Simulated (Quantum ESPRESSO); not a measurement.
# MgSn2N2 (P-4m2) in Quantum ESPRESSO: reference runs

Aim: a first look at MgSn2N2 with PBE, on the cell as given and on a disturbed one.

All numbers are computed with Quantum ESPRESSO 7.5; they aren't measurements. Logs are shortened: lines on timing, memory, paths and dates and some standing lists are left out, and cuts for length are marked.

**1. The crystal as given**

It takes space group P-4m2 (No. 115, tetragonal). Conventional cell: a = 3.361 Å, b = 3.361 Å, c = 8.188 Å, α = 90.00°, β = 90.00°, γ = 90.00°. Sn (site symmetry 2mm) is surrounded by 2 N at 2.11 Å. Mg (site symmetry -4m2) is surrounded by 4 N at 2.09 Å. Around N (site symmetry 2mm) lie 2 Mg at 2.09 Å and 2 Sn at 2.11 Å.

The cell comes from a database or a generator and needn't be the stable form of this composition.

**2. Single point, PBE**

File pw.in:

```
&CONTROL
  calculation = 'scf'
  prefix = 'pwscf'
  outdir = './tmp'
  pseudo_dir = './pseudo'
  tprnfor = .true.
  tstress = .true.
  disk_io = 'nowf'
/
&SYSTEM
  ibrav = 0
  nat = 5
  ntyp = 3
  ecutwfc = 60
  ecutrho = 480
  nbnd = 28
  occupations = 'smearing'
  smearing = 'fd'
  degauss = 0.00367493
/
&ELECTRONS
  conv_thr = 1d-09
  electron_maxstep = 120
  mixing_beta = 0.5
/
ATOMIC_SPECIES
Sn   118.7100 Sn_pbe_v1.uspp.F.UPF
Mg    24.3050 Mg.pbe-n-kjpaw_psl.0.3.0.UPF
N     14.0070 N.pbe-n-radius_5.UPF
CELL_PARAMETERS angstrom
   3.3605490000    0.0000000000    0.0000000000
   0.0000000000    3.3605490000    0.0000000000
   0.0000000000    0.0000000000    8.1883940000
ATOMIC_POSITIONS crystal
Sn     0.0000000000    0.0000000000    0.3078630000
Sn     0.0000000000    0.0000000000    0.6921370000
Mg     0.5000000000    0.5000000000    0.0000000000
N      0.5000000000    0.0000000000    0.8473020000
N      0.0000000000    0.5000000000    0.1526980000
K_POINTS automatic
8 8 4 0 0 0
```

Potentials or basis: SSSP 1.3 efficiency PBE.

Command:

```console
OMP_NUM_THREADS=1 pw.x -in pw.in > pw.out
```

pw.out:

```text
This program is part of the open-source Quantum ESPRESSO suite
     for quantum simulation of materials; please cite
         "P. Giannozzi et al., J. Phys.:Condens. Matter 21 395502 (2009);
         "P. Giannozzi et al., J. Phys.:Condens. Matter 29 465901 (2017);
         "P. Giannozzi et al., J. Chem. Phys. 152 154105 (2020);
     in publications or presentations arising from this work. More details at

     file Mg.pbe-n-kjpaw_psl.0.3.0.UPF: wavefunction(s)  3S renormalized
     Message from routine setup:
     using ibrav=0 with symmetry is DISCOURAGED, use correct ibrav instead

     G-vector sticks info
     --------------------
     sticks:   dense  smooth     PW     G-vecs:    dense   smooth      PW
     Sum        1549     777    233               110855    39173    6393

     Using Slab Decomposition

     bravais-lattice index     =            0
     lattice parameter (alat)  =       6.3505  a.u.
     unit-cell volume          =     624.0448 (a.u.)^3
     number of atoms/cell      =            5
     number of atomic types    =            3
     number of electrons       =        40.00
     number of Kohn-Sham states=           28
     kinetic-energy cutoff     =      60.0000  Ry
     charge density cutoff     =     480.0000  Ry
     scf convergence threshold =      1.0E-09
     mixing beta               =       0.5000
     number of iterations used =            8  plain     mixing
     Exchange-correlation= PBE
                           (   1   4   3   4   0   0   0)

     celldm(1)=   6.350517  celldm(2)=   0.000000  celldm(3)=   0.000000
     celldm(4)=   0.000000  celldm(5)=   0.000000  celldm(6)=   0.000000

     crystal axes: (cart. coord. in units of alat)
               a(1) = (   1.000000   0.000000   0.000000 )
               a(2) = (   0.000000   1.000000   0.000000 )
               a(3) = (   0.000000   0.000000   2.436624 )

     reciprocal axes: (cart. coord. in units 2 pi/alat)
               b(1) = (  1.000000  0.000000  0.000000 )
               b(2) = (  0.000000  1.000000  0.000000 )
               b(3) = (  0.000000  0.000000  0.410404 )

     PseudoPot. # 1 for Sn read from file:
     Sn_pbe_v1.uspp.F.UPF
     Pseudo is Ultrasoft + core correction, Zval = 14.0
     Generated by new atomic code, or converted to UPF format
     Using radial grid of  891 points,  6 beta functions with:
                l(1) =   0
                l(2) =   0
                l(3) =   1
                l(4) =   1
                l(5) =   2
                l(6) =   2
     Q(r) pseudized with  6 coefficients,  rinner =    1.200   1.200   1.200
                                                       1.200   1.200

     PseudoPot. # 2 for Mg read from file:
     Mg.pbe-n-kjpaw_psl.0.3.0.UPF
     Pseudo is Projector augmented-wave + core cor, Zval =  2.0
     Generated using "atomic" code by A. Dal Corso  v.5.0.99 svn rev. 10869
     Shape of augmentation charge: PSQ
     Using radial grid of 1129 points,  4 beta functions with:
                l(1) =   0
                l(2) =   0
                l(3) =   1
                l(4) =   1
     Q(r) pseudized with 0 coefficients

     PseudoPot. # 3 for N  read from file:
     N.pbe-n-radius_5.UPF
     Pseudo is Ultrasoft + core correction, Zval =  5.0
     Generated using "atomic" code by A. Dal Corso  v.5.1
     Using radial grid of 1085 points,  4 beta functions with:
                l(1) =   0
                l(2) =   0
                l(3) =   1
                l(4) =   1
     Q(r) pseudized with 0 coefficients

     atomic species   valence    mass     pseudopotential
     Sn               14.00   118.71000     Sn( 1.00)
     Mg                2.00    24.30500     Mg( 1.00)
     N                 5.00    14.00700     N ( 1.00)

      8 Sym. Ops. (no inversion) found

   Cartesian axes

     site n.     atom                  positions (alat units)
         1        Sn     tau(   1) = (   0.0000000   0.0000000   0.7501463  )
         2        Sn     tau(   2) = (   0.0000000   0.0000000   1.6864776  )
         3        Mg     tau(   3) = (   0.5000000   0.5000000   0.0000000  )
         4        N      tau(   4) = (   0.5000000   0.0000000   2.0645563  )
         5        N      tau(   5) = (   0.0000000   0.5000000   0.3720676  )

     number of k points=    45  Fermi-Dirac smearing, width (Ry)=  0.0037
                       cart. coord. in units 2pi/alat
        k(    1) = (   0.0000000   0.0000000   0.0000000), wk =   0.0078125
        k(    2) = (   0.0000000   0.0000000   0.1026010), wk =   0.0156250
        k(    3) = (   0.0000000   0.0000000  -0.2052020), wk =   0.0078125
        k(    4) = (   0.0000000   0.1250000   0.0000000), wk =   0.0312500
        k(    5) = (   0.0000000   0.1250000   0.1026010), wk =   0.0625000
        k(    6) = (   0.0000000   0.1250000  -0.2052020), wk =   0.0312500
[... 37 lines left out ...]
        k(   44) = (  -0.5000000  -0.5000000   0.1026010), wk =   0.0156250
        k(   45) = (  -0.5000000  -0.5000000  -0.2052020), wk =   0.0078125

     Dense  grid:   110855 G-vectors     FFT dimensions: (  45,  45, 108)

     Smooth grid:    39173 G-vectors     FFT dimensions: (  32,  32,  80)

     Initial potential from superposition of free atoms

     starting charge      37.9990, renormalised to      40.0000
     Starting wfcs are   30 randomized atomic wfcs

     Self-consistent Calculation

     iteration #  1     ecut=    60.00 Ry     beta= 0.50
     Davidson diagonalization with overlap
     ethr =  1.00E-02,  avg # of iterations =  5.2

     total energy              =    -399.95932340 Ry
     estimated scf accuracy    <       1.84498699 Ry

     iteration #  2     ecut=    60.00 Ry     beta= 0.50
     Davidson diagonalization with overlap
     ethr =  4.61E-03,  avg # of iterations =  2.3
[... 71 lines left out ...]
     total energy              =    -400.49353311 Ry
     estimated scf accuracy    <          4.2E-09 Ry

     iteration # 13     ecut=    60.00 Ry     beta= 0.50
     Davidson diagonalization with overlap
     ethr =  1.04E-11,  avg # of iterations =  1.2

     End of self-consistent calculation

          k = 0.0000 0.0000 0.0000 (  4895 PWs)   bands (ev):

   -13.5647 -13.5620 -13.4291 -13.3687 -13.3687 -13.3179 -13.3179 -13.3040
   -13.2792 -13.2756  -6.9588  -6.4746  -0.1039   2.0683   4.8369   5.4897
     5.4897   6.1816   6.1816   7.9705   8.6864  10.8292  13.5938  13.5938
    14.9394  15.5111  15.5111  15.7611

          k = 0.0000 0.0000 0.1026 (  4886 PWs)   bands (ev):

   -13.5652 -13.5614 -13.4286 -13.3685 -13.3685 -13.3180 -13.3180 -13.3046
   -13.2792 -13.2756  -6.9398  -6.5007   0.0215   1.8121   5.2263   5.4987
     5.4987   6.1694   6.1694   7.1410   9.2729  11.0523  13.6401  13.6401
    15.0159  15.4518  15.4518  15.5816
[... 78 lines left out ...]
          k = 0.0000-0.5000 0.1026 (  4910 PWs)   bands (ev):

   -13.5346 -13.4770 -13.4556 -13.3746 -13.3631 -13.3340 -13.3276 -13.3186
   -13.3115 -13.2103  -6.1697  -5.5667  -0.1356   2.3135   2.7193   4.1602
     5.2291   5.8568   6.6949   7.4520   8.0748  10.4099  11.9884  14.0363
    14.1376  14.4521  15.6516  15.8634

          k = 0.0000-0.5000-0.2052 (  4892 PWs)   bands (ev):

   -13.5343 -13.4771 -13.4553 -13.3749 -13.3630 -13.3338 -13.3276 -13.3186
   -13.3116 -13.2108  -6.1694  -5.5662  -0.1805   2.5408   2.6476   4.3353
     4.8060   5.8575   6.6949   7.2239   8.4999  10.5450  11.7103  13.9892
    14.1212  14.8884  15.2400  16.1290

          k = 0.1250 0.1250 0.0000 (  4877 PWs)   bands (ev):

   -13.5313 -13.5309 -13.4207 -13.3841 -13.3776 -13.3268 -13.3250 -13.2930
   -13.2893 -13.2870  -6.7322  -6.2913   0.1735   1.9800   4.3975   5.0744
     5.2245   5.8652   5.8818   7.8600   9.8683  11.4940  11.9597  12.5176
    13.5755  14.2378  16.0576  16.7219
[... 64 lines left out ...]
          k = 0.1250-0.5000 0.1026 (  4920 PWs)   bands (ev):

   -13.5330 -13.4603 -13.4407 -13.3733 -13.3673 -13.3358 -13.3286 -13.3275
   -13.3186 -13.2090  -6.0545  -5.5196   0.0189   2.3602   2.8873   4.2441
     5.0274   5.5202   6.3327   7.4910   8.2052  10.4874  11.7748  12.9754
    14.1705  14.4479  15.5977  15.8415

          k = 0.1250-0.5000-0.2052 (  4900 PWs)   bands (ev):

   -13.5327 -13.4604 -13.4403 -13.3736 -13.3672 -13.3357 -13.3284 -13.3275
   -13.3188 -13.2095  -6.0542  -5.5192  -0.0232   2.5438   2.8164   4.4077
     4.9206   5.2907   6.3208   7.3246   8.4877  10.5207  11.9532  12.6075
    14.2596  14.7139  15.4369  15.8482

          k = 0.2500 0.2500 0.0000 (  4893 PWs)   bands (ev):

   -13.4875 -13.4842 -13.4164 -13.3859 -13.3547 -13.3430 -13.3343 -13.3279
   -13.3233 -13.2499  -6.1494  -5.8434   0.8154   1.7662   3.4663   4.5550
     4.8142   5.3576   5.9022   7.7459   9.5718  10.2305  11.5664  12.6320
    13.0018  13.7268  15.3538  16.4880
[... 43 lines left out ...]
          k = 0.2500-0.5000 0.1026 (  4904 PWs)   bands (ev):

   -13.5290 -13.4690 -13.4047 -13.3704 -13.3557 -13.3487 -13.3485 -13.3256
   -13.3047 -13.2048  -5.7499  -5.4021   0.4477   2.2694   3.3569   4.2930
     4.4449   5.5689   5.6296   7.4250   8.2024   9.9084  10.6508  13.0002
    13.5955  13.9871  15.1854  15.4318

          k = 0.2500-0.5000-0.2052 (  4916 PWs)   bands (ev):

   -13.5288 -13.4689 -13.4042 -13.3706 -13.3556 -13.3488 -13.3485 -13.3256
   -13.3048 -13.2052  -5.7496  -5.4018   0.4185   2.3144   3.2891   4.5051
     4.5706   5.2635   5.6245   7.3786   8.1426  10.1827  10.4606  12.7977
    13.8127  14.1737  15.0596  15.7055

          k = 0.3750 0.3750 0.0000 (  4901 PWs)   bands (ev):

   -13.5091 -13.5078 -13.3842 -13.3679 -13.3639 -13.3588 -13.3578 -13.3125
   -13.2700 -13.2085  -5.5092  -5.4010   1.0898   1.6823   3.7164   4.2540
     4.5306   5.0881   5.7534   7.4820   7.7419   9.1075  11.3077  12.3041
    13.1974  13.6915  14.2563  15.2191
[... 22 lines left out ...]
          k = 0.3750-0.5000 0.1026 (  4904 PWs)   bands (ev):

   -13.5250 -13.5063 -13.3773 -13.3761 -13.3710 -13.3652 -13.3583 -13.2962
   -13.2543 -13.1961  -5.3941  -5.2787   0.9720   1.7501   3.9817   4.2876
     4.5621   5.1633   5.6025   7.0386   7.3717   9.0797  10.9902  11.9161
    13.0831  14.0778  14.3669  15.2260

          k = 0.3750-0.5000-0.2052 (  4896 PWs)   bands (ev):

   -13.5248 -13.5062 -13.3767 -13.3760 -13.3711 -13.3653 -13.3585 -13.2964
   -13.2543 -13.1965  -5.3939  -5.2784   1.0022   1.6740   3.9284   4.3949
     4.6034   5.1818   5.6421   7.0994   7.2659   9.0837  10.6728  11.5759
    13.2812  14.2516  14.9973  15.3034

          k =-0.5000-0.5000 0.0000 (  4928 PWs)   bands (ev):

   -13.5235 -13.5235 -13.3847 -13.3782 -13.3703 -13.3648 -13.3648 -13.2809
   -13.2328 -13.1871  -5.2258  -5.2258   1.0285   1.7163   4.3356   4.5125
     4.5125   5.1681   5.4067   6.5876   6.5876   9.3423  12.0483  12.0483
    12.1821  13.6225  13.6225  14.6668

          k =-0.5000-0.5000 0.1026 (  4876 PWs)   bands (ev):

   -13.5234 -13.5234 -13.3846 -13.3783 -13.3698 -13.3649 -13.3649 -13.2812
   -13.2328 -13.1874  -5.2256  -5.2256   1.1084   1.5875   4.3399   4.4772
     4.4772   5.1609   5.5961   6.6938   6.6938   9.0288  11.4970  11.4970
    12.2517  14.4141  14.4141  15.0575

          k =-0.5000-0.5000-0.2052 (  4912 PWs)   bands (ev):

   -13.5232 -13.5232 -13.3845 -13.3784 -13.3692 -13.3651 -13.3651 -13.2815
   -13.2327 -13.1878  -5.2254  -5.2254   1.3122   1.3377   4.3443   4.4438
     4.4438   5.1536   5.8071   6.8035   6.8035   8.7091  11.1199  11.1199
    12.3280  14.6889  15.1307  15.1307

     the Fermi energy is     7.8126 ev

!    total energy              =    -400.49353311 Ry
     estimated scf accuracy    <          8.9E-12 Ry
     smearing contrib. (-TS)   =      -0.00165829 Ry
     internal energy E=F+TS    =    -400.49187482 Ry

     The total energy is F=E-TS. E is the sum of the following terms:
     one-electron contribution =    -153.73770101 Ry
     hartree contribution      =     102.87558766 Ry
     xc contribution           =    -107.73400271 Ry
     ewald contribution        =    -210.59104674 Ry
     one-center paw contrib.   =     -31.30471202 Ry

     convergence has been achieved in  13 iterations

     Forces acting on atoms (cartesian axes, Ry/au):

     atom    1 type  1   force =     0.00000000    0.00000000    0.00424695
     atom    2 type  1   force =     0.00000000    0.00000000   -0.00424695
     atom    3 type  2   force =     0.00000000    0.00000000    0.00000000
     atom    4 type  3   force =     0.00000000    0.00000000    0.00646357
     atom    5 type  3   force =     0.00000000    0.00000000   -0.00646357

     Total force =     0.010937     Total SCF correction =     0.000001

     Computing stress (Cartesian axis) and pressure

          total   stress  (Ry/bohr**3)                   (kbar)     P=        1.34
   0.00002842   0.00000000   0.00000000            4.18        0.00        0.00
   0.00000000   0.00002842   0.00000000            0.00        4.18        0.00
   0.00000000   0.00000000  -0.00002955            0.00        0.00       -4.35

=------------------------------------------------------------------------------=
   JOB DONE.
=------------------------------------------------------------------------------=
```

Run time: 95 s. Hardware: 1 thread of Intel Xeon Platinum 8488C (Sapphire Rapids), shared host; peak memory 0.52 GiB.

Results:

* Free energy: -5448.9921 eV
* Pressure: 0.1 GPa
* Largest force: 0.166 eV/Å
* Band gap on the k mesh: none (metal or under the smearing width)

Forces in eV/Å, atoms in the order of the input:
```
Sn   0.000  0.000  0.109
Sn   0.000  0.000 -0.109
Mg   0.000  0.000  0.000
N    0.000  0.000  0.166
N    0.000  0.000 -0.166
```

Levels at points of the mesh, in eV from the Fermi level:
| k point | band 17 | band 18 | band 19 | band 20 | band 21 | band 22 | band 23 | band 24 |
| --- | --- | --- | --- | --- | --- | --- | --- | --- |
| (0.00, 0.00, 0.00) | -2.32 | -1.63 | -1.63 | 0.16 | 0.87 | 3.02 | 5.78 | 5.78 |
| (0.00, 0.00, -0.50) | -1.74 | -1.70 | -1.66 | -1.66 | 1.73 | 3.54 | 5.88 | 5.88 |
| (0.00, -0.50, 0.00) | -2.09 | -1.96 | -1.12 | -0.24 | -0.13 | 2.44 | 4.44 | 6.27 |
| (0.00, -0.50, -0.50) | -3.01 | -1.96 | -1.12 | -0.59 | 0.69 | 2.73 | 3.90 | 6.18 |
| (-0.50, -0.50, 0.00) | -3.30 | -2.64 | -2.41 | -1.22 | -1.22 | 1.53 | 4.24 | 4.24 |
| (-0.50, -0.50, -0.50) | -3.37 | -2.66 | -2.01 | -1.01 | -1.01 | 0.90 | 3.31 | 3.31 |

**3. Single point, PBE (atoms moved at random, drawn with an rms of 0.05 Å)**

Edit pw.in of step 2 so:

```diff
@@ -34,7 +34,7 @@
 ATOMIC_POSITIONS crystal
-Sn     0.0000000000    0.0000000000    0.3078630000
-Sn     0.0000000000    0.0000000000    0.6921370000
-Mg     0.5000000000    0.5000000000    0.0000000000
-N      0.5000000000    0.0000000000    0.8473020000
-N      0.0000000000    0.5000000000    0.1526980000
+Sn    -0.0094400000   -0.0097240000    0.3038980000
+Sn     0.0093740000   -0.0094640000    0.6873460000
+Mg     0.4993090000    0.5034090000    0.0057220000
+N      0.4988520000   -0.0167320000    0.8489170000
+N     -0.0021200000    0.4927940000    0.1517930000
 K_POINTS automatic
```

Potentials or basis: SSSP 1.3 efficiency PBE.

Command:

```console
OMP_NUM_THREADS=1 pw.x -in pw.in > pw.out
```

Wall time 4 min (1 thread of Intel Xeon Platinum 8488C (Sapphire Rapids), shared host); peak memory 0.69 GiB.

It converged, with:

| Item | Value |
| --- | --- |
| Free energy | -5448.9382 eV |
| Pressure | 0.1 GPa |
| Largest force | 0.759 eV/Å |
| Band gap on the k mesh | none (metal or under the smearing width) |

Forces on the atoms (eV/Å):
```
Sn  -0.037  0.115  0.500
Sn  -0.305  0.019  0.556
Mg  -0.041 -0.439 -0.618
N    0.310  0.397 -0.277
N    0.072 -0.092 -0.162
```

Stress tensor (GPa, compression positive):
```
-0.30 -0.02  0.93
-0.02  1.24 -0.39
 0.93 -0.39 -0.61
```

Levels at points of the mesh, in eV from the Fermi level:
```csv
k point,band 17,band 18,band 19,band 20,band 21,band 22,band 23,band 24
"(0.00, 0.00, 0.00)",-2.12,-1.73,-1.38,0.17,0.88,3.07,5.75,5.75
"(0.00, 0.00, -0.50)",-1.78,-1.74,-1.67,-1.39,1.78,3.56,5.84,5.85
"(0.00, -0.50, 0.00)",-2.11,-1.65,-1.31,-0.25,-0.15,2.49,4.49,6.19
"(0.00, -0.50, -0.50)",-3.02,-1.65,-1.31,-0.62,0.66,2.81,4.02,6.06
"(-0.50, -0.50, 0.00)",-3.17,-2.56,-2.42,-1.32,-1.11,1.52,4.05,4.29
"(-0.50, -0.50, -0.50)",-3.25,-2.57,-2.01,-1.07,-0.91,0.88,3.13,3.44
"(-0.50, 0.00, 0.00)",-2.13,-2.07,-0.87,-0.24,-0.11,2.33,4.40,6.28
"(-0.50, 0.00, 0.50)",-2.99,-2.13,-0.87,-0.60,0.71,2.60,3.79,6.27
```
